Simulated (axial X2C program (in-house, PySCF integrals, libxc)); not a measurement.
**InS: EOM-IP-CCSD levels**

Wanted for InS: EOM-IP-CCSD levels, at the two-component level.

Computed with an in-house X2C program for linear molecules on PySCF integrals. Level: two-component X2C with atomic mean-field terms, In dyall-acv3z, S dyall-av3z.

All values are calculated.

**1. Input**

Input file task.json:

```json
{"zs": [49, 16], "q": 0, "bas": ["dyall-acv3z", "dyall-av3z"], "r0": 2.3, "eom": "ip", "rq": -1, "thr": -2.0, "nmax": 95, "grid": [1, 0.96, 1.045, 0.92, 1.09, 1.15]}
```

Keys: zs atomic numbers; q charge; bas basis sets; r0 starting distance in Å; eom kind of EOM run; thr threshold in hartree for freezing inner shells (an s shell follows its p shell); nmax most natural virtual spinors; grid distances as factors.

Command:

```bash
> python soeom.py task.json out
```

Nuclei are Gaussian, cores are contracted, and the Gaunt term is on.

**2. EOM-IP-CCSD at 2.325 Å**

Reference: the closed shell InS⁻; 20 electrons correlated, 82 virtual spinors; roots sought by Ω: 1/2: 4, 3/2: 3, 5/2: 1.

Output:

```text
two-component X2C + atomic mean field  HF
basis functions 207  fitting functions 1065  grid points 5083
iter        total energy     max residual
   1      -6272.692776198     2.31e+00
   2      -6274.498290620     3.73e-02
   3      -6274.507375539     8.74e-03
   4      -6274.509753614     1.09e-03
   5      -6274.509843607     4.05e-04
   6      -6274.509859834     2.40e-04
   7      -6274.509864747     1.02e-04
   8      -6274.509866042     5.18e-05
   9      -6274.509866351     1.08e-05
  10      -6274.509866362     3.01e-06
  11      -6274.509866364     1.95e-06
converged
one-electron -9008.02300675  Coulomb 2742.33246511  exact exchange -183.92364523  xc functional 0.00000000  nuclear repulsion 178.44083155  atomic mean-field constant -3.33651105
correlated 20  virtual 290  natural virtual 82  E(MP2) -0.694203330  MP2 remainder -0.102217725
iter   CCSD correlation   residual
   1     -0.558379357   1.65e-01
   2     -0.571354250   6.70e-02
   3     -0.574741518   2.41e-02
   4     -0.574462255   8.37e-03
   5     -0.574495617   3.28e-03
   6     -0.574526091   1.11e-03
   7     -0.574518541   3.94e-04
   8     -0.574521317   1.15e-04
   9     -0.574519329   4.61e-05
  10     -0.574519482   1.87e-05
  11     -0.574519191   1.02e-05
  12     -0.574519230   4.89e-06
  13     -0.574519250   2.17e-06
  14     -0.574519274   8.00e-07
  15     -0.574519278   2.62e-07
(T) -0.017307076  T1 0.0253  D1 0.0538  max T2 0.056
EOM-IP-CCSD roots
2*Omega      energy/Eh   energy/eV  one-particle weight
    1       0.09765837      2.6574      0.944
    1       0.10814758      2.9428      0.920
    1       0.23056256      6.2739      0.861
    1       0.31253921      8.5046      0.000
    3       0.10633495      2.8935      0.920
    3       0.31206644      8.4918      0.000
    3       0.32499123      8.8435      0.000
    5       0.32735757      8.9079      0.000
```

T1 in the output is the amplitude norm over the root of the electron number; divide by √2 for the Lee–Taylor value.

| Ω | vertical IE (eV) | above lowest (cm⁻¹) | spinor | weight |
| --- | --- | --- | --- | --- |
| 1/2 | 2.657 | 0 | 40% S pσ, 34% In pσ, 20% In sσ | 0.94 |
| 3/2 | 2.894 | 1900 | 79% S pπ, 11% In pπ, 6% In dπ | 0.92 |
| 1/2 | 2.943 | 2300 | 78% S pπ, 11% In pπ, 6% In dπ | 0.92 |
| 1/2 | 6.274 | 29170 | 48% In sσ, 40% S pσ | 0.86 |

Wall time 23 s (1 thread of Intel Xeon 6975P-C (Granite Rapids), shared host); peak memory 1.2 GiB.

**3. EOM-IP-CCSD at 2.232 Å**

| Ω | vertical IE (eV) | above lowest (cm⁻¹) | spinor | weight |
| --- | --- | --- | --- | --- |
| 1/2 | 2.602 | 0 | 35% S pσ, 34% In pσ, 23% In sσ | 0.95 |
| 3/2 | 3.107 | 4070 | 77% S pπ, 11% In pπ, 7% In dπ | 0.92 |
| 1/2 | 3.160 | 4500 | 77% S pπ, 12% In pπ, 6% In dπ | 0.92 |
| 1/2 | 6.274 | 29610 | 45% S pσ, 42% In sσ | 0.87 |

Wall time 22 s (1 thread of Intel Xeon 6975P-C (Granite Rapids), shared host); peak memory 1.2 GiB.

**4. EOM-IP-CCSD at 2.430 Å**

| Ω | vertical IE (eV) | above lowest (cm⁻¹) | spinor | weight |
| --- | --- | --- | --- | --- |
| 3/2 | 2.672 | 0 | 80% S pπ, 10% In pπ | 0.92 |
| 1/2 | 2.679 | 60 | 45% S pσ, 33% In pσ, 16% In sσ | 0.94 |
| 1/2 | 2.718 | 380 | 78% S pπ, 10% In pπ | 0.92 |
| 1/2 | 6.303 | 29290 | 54% In sσ, 34% S pσ | 0.86 |

Wall time 21 s (1 thread of Intel Xeon 6975P-C (Granite Rapids), shared host); peak memory 1.2 GiB.

**5. EOM-IP-CCSD at 2.139 Å**

| Ω | vertical IE (eV) | above lowest (cm⁻¹) | spinor | weight |
| --- | --- | --- | --- | --- |
| 1/2 | 2.513 | 0 | 35% In pσ, 30% S pσ, 26% In sσ | 0.95 |
| 3/2 | 3.336 | 6640 | 76% S pπ, 12% In pπ, 7% In dπ | 0.92 |
| 1/2 | 3.393 | 7100 | 75% S pπ, 13% In pπ, 7% In dπ | 0.92 |
| 1/2 | 6.294 | 30500 | 50% S pσ, 37% In sσ | 0.87 |

It took 24 s on 1 thread of Intel Xeon 6975P-C (Granite Rapids), shared host; peak memory 1.2 GiB.

**6. EOM-IP-CCSD at 2.534 Å**

| Ω | vertical IE (eV) | above lowest (cm⁻¹) | spinor | weight |
| --- | --- | --- | --- | --- |
| 3/2 | 2.471 | 0 | 82% S pπ, 9% In pπ | 0.92 |
| 1/2 | 2.515 | 350 | 81% S pπ, 9% In pπ | 0.92 |
| 1/2 | 2.663 | 1550 | 51% S pσ, 32% In pσ, 13% In sσ | 0.94 |
| 1/2 | 6.362 | 31380 | 60% In sσ, 28% S pσ | 0.85 |

It took 27 s on 1 thread of Intel Xeon 6975P-C (Granite Rapids), shared host; peak memory 1.2 GiB.

**7. EOM-IP-CCSD at 2.674 Å**

| Ω | vertical IE (eV) | above lowest (cm⁻¹) | spinor | weight |
| --- | --- | --- | --- | --- |
| 3/2 | 2.234 | 0 | 83% S pπ, 8% In pπ | 0.91 |
| 1/2 | 2.276 | 330 | 83% S pπ, 9% In pπ | 0.91 |
| 1/2 | 2.594 | 2900 | 56% S pσ, 31% In pσ, 9% In sσ | 0.93 |
| 1/2 | 6.478 | 34230 | 67% In sσ, 22% S pσ | 0.84 |

Wall time 25 s (1 thread of Intel Xeon 6975P-C (Granite Rapids), shared host); peak memory 1.2 GiB.

**8. Curves of the states**

Energies in eV from the lowest point of the lowest state; states are followed by energy order within each Ω.

| R (Å) | (1)Ω=1/2 | (1)Ω=3/2 | (2)Ω=1/2 | (3)Ω=1/2 |
| --- | --- | --- | --- | --- |
| 2.139 | 0.1649 | 0.9882 | 1.0455 | 3.9459 |
| 2.232 | 0.0109 | 0.5160 | 0.5689 | 3.6825 |
| 2.325 | 0.0000 | 0.2361 | 0.2854 | 3.6165 |
| 2.430 | 0.0920 | 0.0848 | 0.1313 | 3.7157 |
| 2.534 | 0.0988 | 0.0550 | 0.2474 | 3.9461 |
| 2.674 | 0.1818 | 0.1402 | 0.5001 | 4.3840 |

**9. Outcome**

| quantity | value |
| --- | --- |
| lowest root at 2.325 Å | Ω = 1/2, 2.657 eV |
| next root led by one particle | Ω = 3/2, about 1900 cm⁻¹ higher |
| T1 of the reference | 0.018 |

In words: Removing an electron from the reference determinant of InS⁻ costs 2.66 eV and empties a spinor of 40% S pσ, 34% In pσ, 20% In sσ. Errors of 0.1 to 0.3 eV are usual at this size, and roots led by higher excitations are left out, so the list is incomplete, and low states of that kind can be missing.
